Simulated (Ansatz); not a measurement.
Run this with Ansatz's Python interface and show what comes out.

Input file `c2h3fsi.xyz`:
```text
7

C    -0.30250   -1.91020   -0.64050
C    -0.14090   -0.75640   -0.25130
Si    0.16110    0.98050    0.35860
F    -0.38740    2.03620   -0.65490
H    -0.54090   -2.85730   -1.03040
H    -0.40870    1.19690    1.71360
H     1.68040    1.24220    0.45910
```

Script `c2h3fsi.py`:
```python
# -*- coding: utf-8 -*-
"""Molecular dynamics of one C2H3FSi molecule."""

import ansatz as az
import numpy as np


def main():
    mol = az.Crystal.molecule_from_extxyz("c2h3fsi.xyz")

    calculation = mol.calculation()
    calculation = calculation.basis(gaussian="6-31G")
    calculation = calculation.functional("b3lyp")
    calculation = calculation.md("nve", timestep=1.0, steps=40, temperature=300, initial_velocities="maxwell_boltzmann", seed=36)
    frames = []
    calculation.session().plan().execute(on_event=lambda e: frames.append(e["data"]) if e["event"] == "md_step" else None)
    print("t (fs)   E_pot (eV)      E_kin (eV)   T (K)   d(0-1) (A)")
    for f in frames[::2]:
        xyz = np.array(f["positions_ang"])
        print(f"{f['time_fs']:6.2f} {f['lagrangian_ev']:14.5f} {f['e_kin_ev']:10.5f} {f['temperature_k']:8.1f} {np.linalg.norm(xyz[0] - xyz[1]):9.4f}")
    kept = np.array([f["conserved_ev"] for f in frames])
    print(f"conserved energy moves by at most {1000 * np.ptp(kept):.3f} meV")


if __name__ == "__main__":
    main()
```

```console
$ python c2h3fsi.py
t (fs)   E_pot (eV)      E_kin (eV)   T (K)   d(0-1) (A)
  0.00   -12714.28863    0.19389    300.0    1.2284
  2.00   -12714.25769    0.16738    259.0    1.2121
  4.00   -12714.35095    0.25854    400.0    1.1982
  6.00   -12714.49993    0.40703    629.8    1.2009
  8.00   -12714.62659    0.52954    819.3    1.2216
 10.00   -12714.54580    0.45313    701.1    1.2438
 12.00   -12714.46503    0.37351    577.9    1.2491
 14.00   -12714.45106    0.35632    551.3    1.2349
 16.00   -12714.34577    0.25321    391.8    1.2139
 18.00   -12714.22992    0.13767    213.0    1.2004
 20.00   -12714.16737    0.07816    120.9    1.1995
 22.00   -12714.26021    0.16529    255.8    1.2072
 24.00   -12714.27412    0.18088    279.9    1.2208
 26.00   -12714.26463    0.17428    269.7    1.2363
 28.00   -12714.38201    0.28872    446.7    1.2442
 30.00   -12714.50044    0.40677    629.4    1.2355
 32.00   -12714.54206    0.44698    691.6    1.2126
 34.00   -12714.47893    0.38821    600.7    1.1943
 36.00   -12714.49871    0.40461    626.0    1.1973
 38.00   -12714.45621    0.36098    558.5    1.2181
 40.00   -12714.29961    0.20697    320.2    1.2377
conserved energy moves by at most 7.842 meV
```

What to keep in mind:
- Total energies depend on the basis set; only differences at equal settings carry meaning.
- The trajectory is only some femtoseconds long, so its temperature is not equilibrated; where the script doesn't relax first, it starts from a rough generated geometry.
- b3lyp holds the VWN-RPA fit, as in Gaussian; the form of ORCA and Turbomole is b3lyp5.
- The temperature counts the internal degrees of freedom alone.
- With hydrogen a step over 0.5 fs is long.
- It ran for 54 s on 1 thread of Arm Neoverse V2 (shared host), peak memory 0.17 GiB.

(A comment or docstring line of the script was reworded after the run, the code is as it ran; lines on the test bed's own set-up are left out of the output.)
